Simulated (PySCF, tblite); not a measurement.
**C₅H₈ClO₂ radical: geometry, infrared bands and EPR parameters**

What infrared bands and EPR parameters should C₅H₈ClO₂ radical (`C[C](Cl)[C@H]1COCO1`) show?

Programs: tblite 0.8.0 and PySCF 2.14.0, with density-fitted response routines of our own. Each step states its level of theory. These are calculated values for one molecule in the gas phase, unless marked as measured. Atoms are numbered from 0 throughout.

### 1 Starting geometry

16 atoms, charge 0, multiplicity 2; geometry from: force field or distance geometry start.

Bonds of the start (Å): C0–C1 1.52, C1–Cl2 1.78, C1–C3 1.50, C3–C4 1.50, C4–O5 1.40, O5–C6 1.40, C6–O7 1.41, O7–C3 1.41, C0–H8 1.10, C0–H9 1.12, C0–H10 1.11, C3–H11 1.10, C4–H12 1.13, C4–H13 1.10, C6–H14 1.11, C6–H15 1.12.

### 2 Geometry optimisation with GFN2-xTB

The job: settings as JSON, then the geometry in Å.

```
{"job": {"kind": "relax", "xc": "GFN2-xTB", "basis": "xTB"}, "charge": 0, "multiplicity": 2}
C     -2.259100    -0.587500     0.243800
C     -1.304600     0.563900     0.538300
Cl    -1.731700     1.881900    -0.583300
C      0.088400     0.167900     0.146800
C      1.135700     1.214400     0.416500
O      2.290400     0.453500     0.194200
C      1.923800    -0.892800     0.316500
O      0.634500    -0.890800     0.893800
H     -1.734600    -1.448400    -0.198700
H     -2.855100    -0.849900     1.160700
H     -2.987800    -0.227200    -0.514100
H      0.108600    -0.155400    -0.907000
H      1.178600     1.480900     1.512500
H      1.063400     2.090700    -0.239400
H      1.794500    -1.345000    -0.685100
H      2.647200    -1.447300     0.960700
```

The run is started by

```
$ OMP_NUM_THREADS=1 python probes_run.py task.json out
```

One launch serves the whole session: the jobs run in the order shown.

**Question.** This job is followed by: GFN2-xTB harmonic vibrations, gas phase; UKS B3LYP, pcH-1 on C Cl H O, non-relativistic, mean-field spin-orbit, GIAO. What will the session give for the following? strongest single infrared mode (GFN2-xTB); zero-point energy (GFN2-xTB); g(iso) (B3LYP); ⟨S²⟩; largest a(iso) (averaged by class); potential on the surface of density 0.002 e/bohr³, 1st and 99th percentile.

The runs gave:

```
                                                                  quantity                  value
                                 strongest single infrared mode (GFN2-xTB)  1033 cm⁻¹, 106 km/mol
                                              zero-point energy (GFN2-xTB)          76.6 kcal/mol
                                                            g(iso) (B3LYP)                2.00548
                                                                      ⟨S²⟩     0.754 (exact 0.75)
                                        largest a(iso) (averaged by class)   13C on C1, 123.9 MHz
potential on the surface of density 0.002 e/bohr³, 1st and 99th percentile     -1.30 V and 0.99 V
```

**Reading.** The optimisation took 162 steps and gained 1.115 eV; among the close pairs (by a distance rule), C1–Cl2 changed most, from 1.783 to 1.704 Å. No mode is imaginary among the 42: a minimum at this level. The strongest single mode, at 1033 cm⁻¹, is spread over many atoms; the largest shares are those of C6, O7. GFN2-xTB is a fitted tight-binding method: band positions and strengths are rough. Its intensities can rank the bands wrongly. Most of the unpaired spin sits on C1 (0.88 e). The isotropic g lies 3.2 ppt above the free-electron value. These values are for one conformer; the search (at its own cheap level) found 2 more, at 0.24, 0.66 kcal/mol, and measured spectra average over such forms.
